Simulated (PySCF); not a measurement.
# BBr−: from the state search to spectroscopic constants

Aim: find the lowest electronic state of BBr−, scan its bond at several levels of theory, and get bond length, wavenumber and dissociation energy from each curve.

Computed with PySCF 2.14.0. Level: B aug-cc-pVDZ, Br aug-cc-pVDZ-PP with ECP10, scalar-relativistic core potentials.

## Step 1: Set-up

A driver script around PySCF takes these settings:

```json
{"atoms": "B, Br", "charge": "-1", "basis": "B aug-cc-pVDZ, Br aug-cc-pVDZ-PP with ECP10", "Hamiltonian": "scalar-relativistic core potentials", "basis functions": "55", "electrons treated": "31", "masses in u": "11.0093, 78.9183", "levels": "PBE0, PBE, r²SCAN, PW91, B3LYP, BLYP, ωB97X, HF, MP2, SCS-MP2", "grid": "80 radial by 434 angular points", "occupations": "held fixed by the projection of orbital angular momentum", "dissociation limit": "B + Br−, each in its ground configuration", "starting distance in angstrom": "2.030", "values of 2S to try": "1, 3"}
```

Command:

```console
$ OMP_NUM_THREADS=1 python dia.py task.json out
```

Further steps of the session: The PBE0 curve of the state that the search chose; Higher solutions at PBE0; PBE; r²SCAN (meta-GGA); PW91; B3LYP; BLYP (GGA); ωB97X (range-separated hybrid); UHF (mean field).

Q: Predict the outcome of this session. Wanted: for each run, Re; ωe; De; μ.

The runs gave:

Lowest PBE0 solution found, without spin–orbit coupling: ²Π (doublet), unpaired electrons π ↑. State 3 has its PBE0 minimum 1.68 eV higher. The other levels ran on the lowest alone.

```csv
level,Re (Å),ωe (cm⁻¹),De (eV),μ (D)
UHF,2.275,251.1,0.56,4.64
UHF-MP2,2.127,383,1.10,n/a
UHF-SCS-MP2,2.149,360,0.98,n/a
PBE,2.110,410,1.66,6.53
PW91,2.112,406,1.65,6.44
BLYP,2.154,364,1.35,6.31
r²SCAN,2.119,398,1.52,6.32
B3LYP,2.146,367,1.25,6.01
PBE0,2.110,407,1.47,6.17
ωB97X,2.121,390,1.23,5.95
```

De is counted to B + Br− in their ground configurations. A positive dipole points from B to Br; in an ion it is taken about the centre of mass and does not tell which atom is negative.

**Reading.** The methods spread over 0.166 Å in bond length, from PBE to UHF. Among the levels with a De in the table, it runs from 0.56 eV (UHF) to 1.66 eV (PBE).

Correlated steps freeze 5 core orbitals. With some functionals the highest level of the anion is positive, from self-interaction error or because the anion is truly unbound there; the finite basis then holds the extra electron, and no neutral molecule was run to test the binding.
